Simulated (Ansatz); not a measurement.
**Si₃Ge₃H₁₄: basis-set convergence**

One table from this session's results is given with a row withheld; the runs are named, their logs left out.

Program: Ansatz 0.2.0, Gaussian basis. Level of theory: one geometry, several basis sets. These are calculated values, not measurements.

Plan: PBE0-D4/def2-SVP; ωB97M-V/def2-SVP; PBE0-D4/def2-QZVPP; ωB97M-V/def2-QZVPP; the functionals' def2-TZVPP values are taken from earlier runs.

### The relaxed structure

An earlier PBE0-D4 in a triple-zeta def2 set relaxation fixed the geometry.

SMILES `[GeH3][SiH2][SiH2][SiH2][GeH2][GeH3]`, 20 atoms, charge 0, spin multiplicity 1.

Atoms are counted from 1 here; the program's logs count them from 0.

Bond lengths: Ge1–Si2 2.381 Å, Ge1–H7 1.539 Å, Ge1–H8 1.538 Å, Ge1–H9 1.538 Å, Si2–Si3 2.336 Å, Si2–H10 1.489 Å, Si2–H11 1.489 Å, Si3–Si4 2.337 Å, Si3–H12 1.490 Å, Si3–H13 1.490 Å, Si4–Ge5 2.384 Å, Si4–H14 1.490 Å, Si4–H15 1.489 Å, Ge5–Ge6 2.425 Å, Ge5–H16 1.541 Å, Ge5–H17 1.542 Å, Ge6–H18 1.539 Å, Ge6–H19 1.537 Å and more. Angles: Si2–Ge1–H7 109.8°, Si2–Ge1–H8 111.6°, Si2–Ge1–H9 110.3°, H7–Ge1–H8 108.7°, H7–Ge1–H9 108.0°, H8–Ge1–H9 108.4°, Ge1–Si2–Si3 109.4°, Ge1–Si2–H10 109.5°, Ge1–Si2–H11 109.6°, Si3–Si2–H10 111.3°, Si3–Si2–H11 108.9°, H10–Si2–H11 108.2°, Si2–Si3–Si4 109.1°, Si2–Si3–H12 110.4°, Si2–Si3–H13 109.6°, Si4–Si3–H12 109.0°, Si4–Si3–H13 110.3°, H12–Si3–H13 108.4° and more.

Set-up of the first run:

in.yaml

```yaml
crystal:
  periodic: [false, false, false]
  atoms:
    - {symbol: Ge, position_ang: [-0.047278, -2.628549, -0.649872]}
    - {symbol: Si, position_ang: [1.523241, -0.951570, -1.273800]}
    - {symbol: Si, position_ang: [0.392297, 0.848291, -2.242153]}
    - {symbol: Si, position_ang: [-1.253996, 1.602072, -0.764100]}
    - {symbol: Ge, position_ang: [-0.311679, 2.000351, 1.389449]}
    - {symbol: Ge, position_ang: [-0.188540, 0.002488, 2.758950]}
    - {symbol: H, position_ang: [-0.656218, -3.267156, -1.910336]}
    - {symbol: H, position_ang: [0.610502, -3.733854, 0.192724]}
    - {symbol: H, position_ang: [-1.192813, -2.009213, 0.169355]}
    - {symbol: H, position_ang: [2.521795, -1.531439, -2.214529]}
    - {symbol: H, position_ang: [2.246561, -0.471422, -0.064046]}
    - {symbol: H, position_ang: [1.338214, 1.964340, -2.525354]}
    - {symbol: H, position_ang: [-0.225032, 0.417166, -3.528289]}
    - {symbol: H, position_ang: [-1.872090, 2.856825, -1.277451]}
    - {symbol: H, position_ang: [-2.325690, 0.575541, -0.640321]}
    - {symbol: H, position_ang: [1.101489, 2.595820, 1.235478]}
    - {symbol: H, position_ang: [-1.167054, 3.036537, 2.145245]}
    - {symbol: H, position_ang: [0.275414, 0.368227, 4.179588]}
    - {symbol: H, position_ang: [-1.572947, -0.660084, 2.847521]}
    - {symbol: H, position_ang: [0.803823, -1.014371, 2.171943]}
basis:
  gaussian: {orbitals: def2-SVP}
hamiltonian: {xc: pbe0, dispersion: d4}
output: {orbitals: {seedname: orbitals}}
```

Started as:

```console
$ ansatz run in.yaml --threads 4 --pin off --events-out ev --progress --plain --max-ram 66560MiB --backend cpu
```

Steps of the session up to this table: PBE0-D4 in def2-SVP; ωB97M-V in def2-SVP; PBE0-D4 in def2-QZVPP; ωB97M-V in def2-QZVPP.

One table of the session follows, with a row left open; its other results are not shown here.

```
functional       basis  HOMO (eV)
   PBE0-D4    def2-SVP          ?
   PBE0-D4  def2-TZVPP      -7.76
   PBE0-D4  def2-QZVPP      -7.76
   ωB97M-V    def2-SVP      -9.69
   ωB97M-V  def2-TZVPP      -9.69
   ωB97M-V  def2-QZVPP      -9.68
```

**Question.** Estimate the row for PBE0-D4, def2-SVP.

The run gave: HOMO (eV): -7.80. In the column «HOMO (eV)» it lies between ωB97M-V, def2-QZVPP (-9.68) and PBE0-D4, def2-TZVPP (-7.76).
